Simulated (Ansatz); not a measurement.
Consider a scan of the energy under strain of TaTi3, space group Fm-3m (the Python package of Ansatz (0.2.0)).

The script, `run_strain.py`:
```python
'''A biaxial strain scan of TaTi3.'''

from dataclasses import dataclass
import warnings

import ansatz
import numpy as np
from tabulate import tabulate


@dataclass
class Options:
    cutoff: int = 470
    smearing: str = 'Fermi-Dirac'
    mesh: tuple[int, ...] = (9, 9, 9)


opts = Options()

vectors0 = np.array([
    [0.0, 3.266528, 3.266528],
    [3.266528, 0.0, 3.266528],
    [3.266528, 3.266528, 0.0],
])
sites = [
    ('Ti', [0.25, 0.25, 0.25]),
    ('Ti', [0.75, 0.75, 0.75]),
    ('Ti', [0.5, 0.5, 0.5]),
    ('Ta', [0.0, 0.0, 0.0]),
]


def on_lattice(cell):
    crystal = ansatz.Crystal(lattice=ansatz.Lattice.of(cell))
    for symbol, position in sites:
        crystal = crystal.atom(symbol, position)
    return crystal

warnings.simplefilter('ignore', ansatz.DeckWarning)

# clamped ions: the fractional positions stay as typed
values = np.linspace(-0.01, 0.01, 7)
energies = []
for d in values:
    strain = np.diag([d, d, 0])
    cell = vectors0 @ (np.eye(3) + strain)
    job = (
        on_lattice(cell).calculation()
        .functional(ansatz.Functional.PBESOL)
        .basis(opts.cutoff)
        .occupations(opts.smearing)
        .kpoints(*opts.mesh)
        .stress()
    )
    rep = job.run().report
    energies.append(rep['free_energy_ev'] / len(sites))
    s = rep['stress_gpa']
    print(f'd = {d:+.4f}  stress xx yy zz xy (GPa, compression positive): {s[0][0]:8.3f} {s[1][1]:8.3f} {s[2][2]:8.3f} {s[0][1]:8.3f}')
energies = np.array(energies)

print(tabulate(zip(values, 1000 * (energies - energies.min())), headers=['strain', 'dE (meV/atom)'], floatfmt='.3f'))
curvature = 2 * np.polyfit(values, energies, 3)[1]
volume = abs(np.linalg.det(vectors0)) / len(sites)
print(f'd2E/dd2 over the volume: {curvature / volume * 160.21766:.1f} GPa')
```

How much energy does this biaxial strain cost, and what curvature follows?

Against the unstrained cell the energy per atom changes by -8.35 meV at one end of the scan and +13.62 meV at the other, and its second derivative over the volume is 484.4 GPa. The lowest row is an end of the scan, as the cell stands under stress.

The output:

Running `python run_strain.py` prints:
```text
d = -0.0100  stress xx yy zz xy (GPa, compression positive):   -2.592   -2.592   -2.760    0.000
d = -0.0067  stress xx yy zz xy (GPa, compression positive):   -3.447   -3.447   -3.552    0.000
d = -0.0033  stress xx yy zz xy (GPa, compression positive):   -4.276   -4.276   -4.325    0.000
d = +0.0000  stress xx yy zz xy (GPa, compression positive):   -5.079   -5.079   -5.079    0.000
d = +0.0033  stress xx yy zz xy (GPa, compression positive):   -5.856   -5.856   -5.815    0.000
d = +0.0067  stress xx yy zz xy (GPa, compression positive):   -6.609   -6.609   -6.535    0.000
d = +0.0100  stress xx yy zz xy (GPa, compression positive):   -7.337   -7.337   -7.239    0.000
  strain    dE (meV/atom)
--------  ---------------
  -0.010            0.000
  -0.007            2.173
  -0.003            4.960
   0.000            8.348
   0.003           12.320
   0.007           16.865
   0.010           21.964
d2E/dd2 over the volume: 484.4 GPa
```

The run is spin-unpolarised. The curvature belongs to this strain pattern and to the cell's stress; it equals a single elastic constant only for simple patterns. In a metal a curvature from energy changes of a few meV or less hangs on mesh and smearing, in size and even in sign. Spin-orbit coupling, which matters for elements this heavy, is left out. At these settings the cell as given stands under about -5 GPa, so it isn't at this functional's equilibrium volume. This cell is a computed structure, which may not be the phase found in nature. The ions keep their fractional positions (clamped ions). It ran for 110 s on 1 thread of Arm Neoverse N1, on a shared host, peak memory 0.52 GiB.
